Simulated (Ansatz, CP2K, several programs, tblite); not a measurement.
Energy against volume for a 6-atom cell of YSe₂ (Immm) from a materials database, at fixed shape and fractional coordinates, computed by several methods (PBE and r2SCAN, where shown, with plane waves in Ansatz); the cell shown is that of r2SCAN. With free coordinates or axes held, a curve is too stiff, and on another method's shape its minimum isn't the method's own volume. The symmetry is Immm (No. 71, orthorhombic); conventional cell a = 4.085 Å, b = 5.680 Å, c = 13.351 Å, 25.82 Å³ an atom. Around Y lie 8 Se at 2.79–3.11 Å; around Se lie 4 Y at 2.79–2.94 Å; around Se lie 1 Se at 2.39 Å and 4 Y at 3.11 Å. The values are computed, spin-unpolarised, and not measurements. Energies count from each curve's lowest point; fits are third-order Birch-Murnaghan.

```
Y Se
1.0
    -2.04253    2.84009    6.67553
     2.04253   -2.84009    6.67553
     2.04253    2.84009   -6.67553
Y Se
2 4
Direct
  0.84922 0.84922 0.00000
  0.15078 0.15078 0.00000
  0.70659 0.20659 0.50000
  0.29341 0.79341 0.50000
  0.78971 0.50000 0.28971
  0.21029 0.50000 0.71029
```

Question: PBE, on the shape of its own relaxed cell, gives
```csv
V (Å³/atom),E (meV/atom)
24.396,20.86
25.175,4.96
25.954,0.00
26.732,4.41
27.511,16.85
```
What equilibrium volume and bulk modulus follow?

Answer: V₀ = 25.96 Å³ an atom and B₀ = 64 GPa.

Question: r2SCAN, on the shape of its own relaxed cell, gives
```
V (Å³/atom)  E (meV/atom)
     24.267         22.32
     25.042          5.30
     25.816          0.00
     26.591          4.75
     27.365         18.13
```
What equilibrium volume and bulk modulus follow?

Answer: V₀ = 25.82 Å³ an atom and B₀ = 69 GPa.

GFN1-xTB (tblite), on the shape of the cell shown, as a cluster of 48 atoms at the zone centre:
```
V (Å³/atom)  E (meV/atom)
     22.718         58.17
     24.267          9.96
     25.816          0.00
     27.365         19.16
     28.914         60.90
```
V₀ = 25.51 Å³ an atom and B₀ = 52 GPa.

PBE/DZVP (CP2K), on the shape of the cell shown:

| V (Å³/atom) | E (meV/atom) |
| --- | --- |
| 22.718 | 113.52 |
| 24.267 | 29.46 |
| 25.816 | 0.00 |
| 27.365 | 10.63 |
| 28.914 | 50.74 |

V₀ = 26.11 Å³ an atom and B₀ = 65 GPa.

Question: light PBE (260 eV, its own mesh), on the shape of the cell shown, gives
```tsv
V (Å³/atom)	E (meV/atom)
23.751	47.92
24.784	13.00
25.816	0.00
26.849	3.36
27.882	21.42
28.914	52.22
```
What equilibrium volume and bulk modulus follow?

Answer: V₀ = 26.09 Å³ an atom and B₀ = 65 GPa.
